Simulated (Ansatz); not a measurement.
# TePt3: the cost of one run

Computed with Ansatz 0.2.0 (DFT PBE, scalar-relativistic, plane waves, PAW, unless a step's input says otherwise).

**1. Starting point**

It takes space group Pm-3m (No. 221, cubic). The conventional cell has a = 4.250 Å, b = 4.250 Å, c = 4.250 Å, α = 90.00°, β = 90.00°, γ = 90.00°. Te (site symmetry m-3m) is surrounded by 12 Pt at 3.00 Å. Pt (site symmetry 4/mmm) is surrounded by 4 Te at 3.00 Å and 8 Pt at 3.00 Å.

Structure file:

```cif
data_structure
_symmetry_space_group_name_H-M 'P 1'
_symmetry_Int_Tables_number 1
_cell_length_a 4.2496
_cell_length_b 4.2496
_cell_length_c 4.2496
_cell_angle_alpha 90.000
_cell_angle_beta 90.000
_cell_angle_gamma 90.000
_cell_volume 76.74
loop_
_atom_site_label
_atom_site_type_symbol
_atom_site_fract_x
_atom_site_fract_y
_atom_site_fract_z
_atom_site_occupancy
Te1 Te 0.00000 0.00000 0.00000 1
Pt1 Pt 0.00000 0.50000 0.50000 1
Pt2 Pt 0.50000 0.00000 0.50000 1
Pt3 Pt 0.50000 0.50000 0.00000 1
```

(A quick probe on a coarse mesh, which set the mesh and smearing, is not shown.)

**3. Rough relaxation on the coarse mesh**

Contents of input.yaml:

```yaml
crystal:
  lattice:
    - [4.249611787, 0.0, 0.0]
    - [0.0, 4.249611787, 0.0]
    - [0.0, 0.0, 4.249611787]
  atoms:
    - { symbol: Te, position: [0.0, 0.0, 0.0] }
    - { symbol: Pt, position: [0.0, 0.5, 0.5] }
    - { symbol: Pt, position: [0.5, 0.0, 0.5] }
    - { symbol: Pt, position: [0.5, 0.5, 0.0] }
basis:
  ecutwfc: 420
kpoints:
  mp_grid: { grid: [4, 4, 4] }
hamiltonian:
  xc: pbe
scf:
  occupations: { method: gaussian, width: 0.1 }
  lower_state_search: "off"
output:
  forces: true
  stress: true
  eigenvalues: true
relax:
  adjacent_minimum: "off"
  f_tol: 0.04
  max_steps: 70
  cell: { stress_tol: 0.4 }
```

Command:

```
> ansatz run input.yaml --threads 1 --pin off --max-ram 2560MiB --backend cpu --events-out ev --progress --plain --runs-dir out
```

**Question.** How long does this run take on 1 thread of Intel Xeon 6975P-C (Granite Rapids), shared host, and how much memory does it need?

About 5.3 s, with a peak of 0.39 GiB.
